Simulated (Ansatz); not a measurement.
# CH4IInO: a ladder of functionals and wavefunction methods

An exercise on one series of results from a longer session: the logs are not shown, and one member is left open.

Program: Ansatz 0.2.0, Gaussian basis. Level of theory: functionals in def2-TZVPP, the program's frozen cores in correlated methods. These are calculated values, not measurements.

Plan: LDA (SPW92), PBE-D4, revPBE-D4, BLYP-D4, r2SCAN-D4, B97M-V, PBE0-D4, B3LYP-D4, r2SCANh-D4, r2SCAN0-D4, HSE06-D4, BHLYP-D4, CAM-B3LYP-D4, LC-ωPBE, ωB97X-V, ωB97M-V, B2PLYP, PBE-QIDH; CCSD(T)/def2-SVP; CCSD(T)/def2-TZVPP; MP2/def2-QZVPP; extrapolation to the limit; RPA on PBE.

### The geometry

The geometry comes from an earlier relaxation with PBE0-D4 in a triple-zeta def2 set; it is a stationary point, not always the lowest conformer. In, I take the def2 core potential; no spin-orbit term is included.

SMILES `O[CH2][InH][I]`, 8 atoms, charge 0, spin multiplicity 1.

Atoms are counted from 1 here; the program's logs count them from 0.

Bond lengths: O1–C2 1.400 Å, O1–H5 0.966 Å, C2–In3 2.176 Å, C2–H6 1.098 Å, C2–H7 1.091 Å, In3–I4 2.712 Å, In3–H8 1.709 Å. Angles: C2–O1–H5 109.5°, O1–C2–In3 111.7°, O1–C2–H6 112.6°, O1–C2–H7 107.9°, In3–C2–H6 107.6°, In3–C2–H7 109.2°, H6–C2–H7 107.7°, C2–In3–I4 102.2°, C2–In3–H8 144.0°, I4–In3–H8 113.8°.

Set-up of the first run:

The input, in.yaml:

```yaml
crystal:
  periodic: [false, false, false]
  atoms:
    - {symbol: O, position_ang: [-0.283387, 1.648520, -0.093805]}
    - {symbol: C, position_ang: [0.348974, 0.671759, 0.685095]}
    - {symbol: In, position_ang: [0.381047, -1.260328, -0.315648]}
    - {symbol: I, position_ang: [-1.833866, -1.135650, -1.875693]}
    - {symbol: H, position_ang: [-1.086913, 1.279802, -0.482030]}
    - {symbol: H, position_ang: [-0.134254, 0.531566, 1.661526]}
    - {symbol: H, position_ang: [1.373830, 0.999916, 0.866584]}
    - {symbol: H, position_ang: [1.234569, -2.735576, -0.446028]}
basis:
  gaussian: {orbitals: def2-TZVPP}
hamiltonian: {xc: lda}
output: {orbitals: {seedname: orbitals}}
```

Among the steps run: LDA; PBE-D4 (GGA); revPBE-D4 (GGA); BLYP-D4 (GGA); r2SCAN-D4 (meta-GGA); B97M-V (meta-GGA); PBE0-D4 (hybrid); B3LYP-D4 (hybrid); r2SCANh-D4 (hybrid); r2SCAN0-D4 (hybrid); HSE06-D4 (hybrid); BHLYP-D4 (hybrid); CAM-B3LYP-D4 (range-separated); LC-ωPBE (range-separated); ωB97X-V (range-separated); ωB97M-V (range-separated); B2PLYP (double hybrid); PBE-QIDH (double hybrid).

One of the session's tables, all rows but one given; the rest of the session is left out.

It belongs to the step «Frontier levels by functional». 

```
  functional  HOMO (eV)  LUMO (eV)  gap (eV)
 LDA (SPW92)      -6.09      -2.91      3.19
      PBE-D4      -5.92      -2.62      3.30
   revPBE-D4      -5.86      -2.49      3.36
     BLYP-D4      -5.82      -2.58      3.24
   r2SCAN-D4      -6.17      -2.40      3.77
      B97M-V          ?          ?         ?
     PBE0-D4      -7.15      -1.94      5.22
    B3LYP-D4      -6.95      -2.20      4.75
  r2SCANh-D4      -6.64      -2.16      4.48
  r2SCAN0-D4      -7.33      -1.81      5.52
    HSE06-D4      -6.76      -2.29      4.47
    BHLYP-D4      -8.21      -1.31      6.90
CAM-B3LYP-D4      -8.44      -1.15      7.28
     LC-ωPBE      -9.70      -0.06      9.65
     ωB97X-V      -9.38      -0.19      9.19
     ωB97M-V      -9.28      -0.45      8.83
```

**Question.** Estimate the row for B97M-V.

**Answer.** HOMO (eV): -6.22; LUMO (eV): -2.62; gap (eV): 3.60. In the column «HOMO (eV)» it lies between r2SCANh-D4 (-6.64) and r2SCAN-D4 (-6.17).
